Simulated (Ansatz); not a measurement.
# Na3Zn2N: the cost of one run

Computed with Ansatz 0.2.0 (DFT PBE, scalar-relativistic, plane waves, PAW, unless a step's input says otherwise).

### 1 The structure to begin with

It takes space group P6/mmm (No. 191, hexagonal). Conventional cell: a = 4.170 Å, b = 4.170 Å, c = 7.152 Å, α = 90.00°, β = 90.00°, γ = 120.00°. Na (site symmetry 6/mmm) is surrounded by 2 Zn at 2.06 Å. Na (site symmetry -6m2) is surrounded by 3 Na at 2.41 Å and 3 N at 2.41 Å. Zn (site symmetry 6mm) is surrounded by 1 N at 1.51 Å. N (site symmetry 6/mmm) has 2 Zn at 1.51 Å as nearest neighbours.

As a file:

```
Na Zn N
1.0
     4.16979    0.00000    0.00000
    -2.08489    3.61114    0.00000
     0.00000    0.00000    7.15217
Na Zn N
3 2 1
Direct
  0.00000 0.00000 0.50000
  0.33333 0.66667 0.00000
  0.66667 0.33333 0.00000
  0.00000 0.00000 0.78871
  0.00000 0.00000 0.21129
  0.00000 0.00000 0.00000
```

Recipe of the guess: random cell by space group and Wyckoff sites (P6/mmm, No. 191). The dimensions are guesses.

### 2 A first look at the guess

File input.yaml:

```yaml
crystal:
  lattice:
    - [4.16978894, 0.0, 0.0]
    - [-2.08489447, 3.61114315, 0.0]
    - [0.0, 0.0, 7.15217276]
  atoms:
    - { symbol: Na, position: [0.0, 0.0, 0.5] }
    - { symbol: Na, position: [0.33333333, 0.66666667, 0.0] }
    - { symbol: Na, position: [0.66666667, 0.33333333, 0.0] }
    - { symbol: Zn, position: [0.0, 0.0, 0.78871145] }
    - { symbol: Zn, position: [0.0, 0.0, 0.21128855] }
    - { symbol: "N", position: [0.0, 0.0, 0.0] }
basis:
  ecutwfc: 420
kpoints:
  mp_grid: { grid: [6, 6, 4] }
hamiltonian:
  xc: pbe
scf:
  occupations: { method: gaussian, width: 0.1 }
  lower_state_search: "off"
output:
  forces: true
  stress: true
  eigenvalues: true
```

Started as:

```console
> ansatz run input.yaml --threads 1 --pin off --max-ram 2560MiB --backend cpu --events-out ev --progress --plain --runs-dir out
```

Q: Estimate wall time and peak memory on 1 thread of Arm Neoverse V1, shared host.

About 5.2 s, with a peak of 0.37 GiB.
